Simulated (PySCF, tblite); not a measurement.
# C₃H₁₄SSi₃: geometry, infrared bands and NMR shifts

What infrared bands and NMR shifts should C₃H₁₄SSi₃ (`CCCS[SiH2][SiH2][SiH3]`) show?

Programs: tblite 0.8.0 and PySCF 2.14.0, with density-fitted response routines of our own. Each step states its level of theory. These are calculated values for one molecule in the gas phase, unless marked as measured. Atoms are numbered from 0 throughout.

## (1) The molecule as given

21 atoms, charge 0, multiplicity 1; geometry from: force field or distance geometry start.

Bonds of the start (Å): C0–C1 1.52, C1–C2 1.52, C2–S3 1.80, S3–Si4 2.17, Si4–Si5 2.22, Si5–Si6 2.21, C0–H7 1.09, C0–H8 1.10, C0–H9 1.14, C1–H10 1.13, C1–H11 1.10, C2–H12 1.13, C2–H13 1.10, Si4–H14 1.47, Si4–H15 1.44, Si5–H16 1.50, Si5–H17 1.47, Si6–H18 1.45, Si6–H19 1.48, Si6–H20 1.49.

## (2) Optimising the geometry with GFN2-xTB

The job: settings as JSON, then the geometry in Å.

```
{"job": {"kind": "relax", "xc": "GFN2-xTB", "basis": "xTB"}, "charge": 0, "multiplicity": 1}
C     -3.409000    -0.473600    -0.714100
C     -2.817200    -0.380100     0.677400
C     -2.079200     0.939800     0.806200
S     -0.769500     1.175400    -0.398500
Si     0.818100    -0.223300     0.084100
Si     2.781000     0.785200    -0.194900
Si     4.528000    -0.561100    -0.009100
H     -3.567500    -1.500700    -1.026300
H     -2.750100     0.085000    -1.394100
H     -4.411300     0.069600    -0.681600
H     -3.708900    -0.351300     1.364800
H     -2.168500    -1.229800     0.922600
H     -1.695700     1.023200     1.866300
H     -2.823900     1.743600     0.689100
H      0.691200    -0.507200     1.524600
H      0.637900    -1.416500    -0.705300
H      2.978800     1.896100     0.790700
H      2.812900     1.318400    -1.559800
H      4.279700    -1.798600     0.709600
H      5.101500    -0.768000    -1.360800
H      5.562700     0.190900     0.763500
```

Command:

```bash
$ OMP_NUM_THREADS=1 python probes_run.py task.json out
```

This one command runs all jobs of the session in turn.

**Question.** This job is followed by: GFN2-xTB harmonic vibrations, gas phase; GIAO PBE0/pcSseg-1 NMR shielding, non-relativistic, gas phase. What will the session give for the following? strongest single infrared mode (GFN2-xTB); zero-point energy (GFN2-xTB); ¹³C shifts against TMS (PBE0/pcSseg-1); ¹H shifts against TMS (PBE0/pcSseg-1, means over atoms taken as alike); ³³S shifts against CS2 (PBE0/pcSseg-1); ²⁹Si shifts against TMS (PBE0/pcSseg-1).

The runs gave:

```
                                                              quantity                                   value
                             strongest single infrared mode (GFN2-xTB)                   608 cm⁻¹, 1077 km/mol
                                          zero-point energy (GFN2-xTB)                           95.0 kcal/mol
                                ¹³C shifts against TMS (PBE0/pcSseg-1)                    42.2, 26.1, 12.9 ppm
¹H shifts against TMS (PBE0/pcSseg-1, means over atoms taken as alike)  4.67, 3.47, 3.41, 2.67, 1.59, 1.22 ppm
                                ³³S shifts against CS2 (PBE0/pcSseg-1)                                -194 ppm
                               ²⁹Si shifts against TMS (PBE0/pcSseg-1)               -48.4, -122.0, -131.4 ppm
```

What this shows: Over 122 steps the energy fell by 0.579 eV; of the close pairs, Si5–Si6 changed most, 2.213 to 2.312 Å. The lowest mode is slightly imaginary (13i cm⁻¹), a soft motion within the noise of the Hessian, so the minimum is not strictly shown. The strongest single mode, at 608 cm⁻¹, is carried by H16, H17, H14. Unscaled tight-binding wavenumbers are off by several per cent, some by more. Its intensities can rank the bands wrongly. At PBE0/pcSseg-1: The widest tensor belongs to S3: span 373 ppm, with a paramagnetic part of -363 ppm.
